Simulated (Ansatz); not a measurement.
# CH4GeO: single points off equilibrium

An exercise on one series of results from a longer session: the logs are not shown, and one member is left open.

Method: single points in def2-TZVPP; program: Ansatz 0.2.0, Gaussian basis.

Cores are frozen in the correlated methods. Filled d shells of the heavier atoms are correlated.

**The starting structure**

SMILES `O=[CH][GeH3]`, 7 atoms, charge 0, spin multiplicity 1.

Atoms are counted from 1 here; the program's logs count them from 0.

Bond lengths: O1–C2 1.147 Å, C2–Ge3 2.024 Å, C2–H4 1.100 Å, Ge3–H5 1.470 Å, Ge3–H6 1.530 Å, Ge3–H7 1.501 Å. Angles: O1–C2–Ge3 123.7°, O1–C2–H4 122.0°, Ge3–C2–H4 114.3°, C2–Ge3–H5 113.1°, C2–Ge3–H6 109.2°, C2–Ge3–H7 109.4°, H5–Ge3–H6 109.6°, H5–Ge3–H7 107.9°, H6–Ge3–H7 107.5°.

As a file:

```xyz
7

O    -0.1940   -1.7938    1.0393
C    -0.4685   -1.1196    0.1531
Ge    0.2683    0.7469   -0.1074
H    -1.1606   -1.4480   -0.6359
H    -0.2623    1.4133   -1.3050
H    -0.0440    1.5892    1.1308
H     1.7619    0.6783   -0.2413
```

Set-up of the first run:

run/in.yaml reads:

```yaml
crystal:
  periodic: [false, false, false]
  atoms:
    - {symbol: O, position_ang: [-0.194000, -1.793800, 1.039300]}
    - {symbol: C, position_ang: [-0.468500, -1.119600, 0.153100]}
    - {symbol: Ge, position_ang: [0.268300, 0.746900, -0.107400]}
    - {symbol: H, position_ang: [-1.160600, -1.448000, -0.635900]}
    - {symbol: H, position_ang: [-0.262300, 1.413300, -1.305000]}
    - {symbol: H, position_ang: [-0.044000, 1.589200, 1.130800]}
    - {symbol: H, position_ang: [1.761900, 0.678300, -0.241300]}
basis:
  gaussian: {orbitals: def2-TZVPP}
correlation: {method: ccsd_t}
output: {forces: true}
```

No record of the launch command was kept for these runs.

Steps of the session up to this table: CCSD(T)/def2-TZVPP; PBE0-D4/def2-TZVPP; wB97M-V/def2-TZVPP; r2SCAN-D4/def2-TZVPP; PBE-D4/def2-TZVPP; wB97X-V/def2-TZVPP; r2SCAN0-D4/def2-TZVPP.

One table of the session follows, with a row left open; its other results are not shown here.

```
    method  RMS force component (eV/Å)  angle to CCSD(T) forces (°)  dipole (D)
   CCSD(T)                       1.981                    reference        1.84
   PBE0-D4                       1.601                          4.3        1.85
   wB97M-V                           ?                            ?           ?
 r2SCAN-D4                       1.666                          3.1        1.75
    PBE-D4                       1.864                          5.1        1.64
   wB97X-V                       1.772                          2.8        1.97
r2SCAN0-D4                       1.477                          4.1        1.92
```

**Question.** Estimate the row for wB97M-V.

**Answer.** RMS force component (eV/Å): 1.688; angle to CCSD(T) forces (°): 2.5; dipole (D): 1.92. In the column «RMS force component (eV/Å)» it lies between r2SCAN-D4 (1.666) and wB97X-V (1.772).
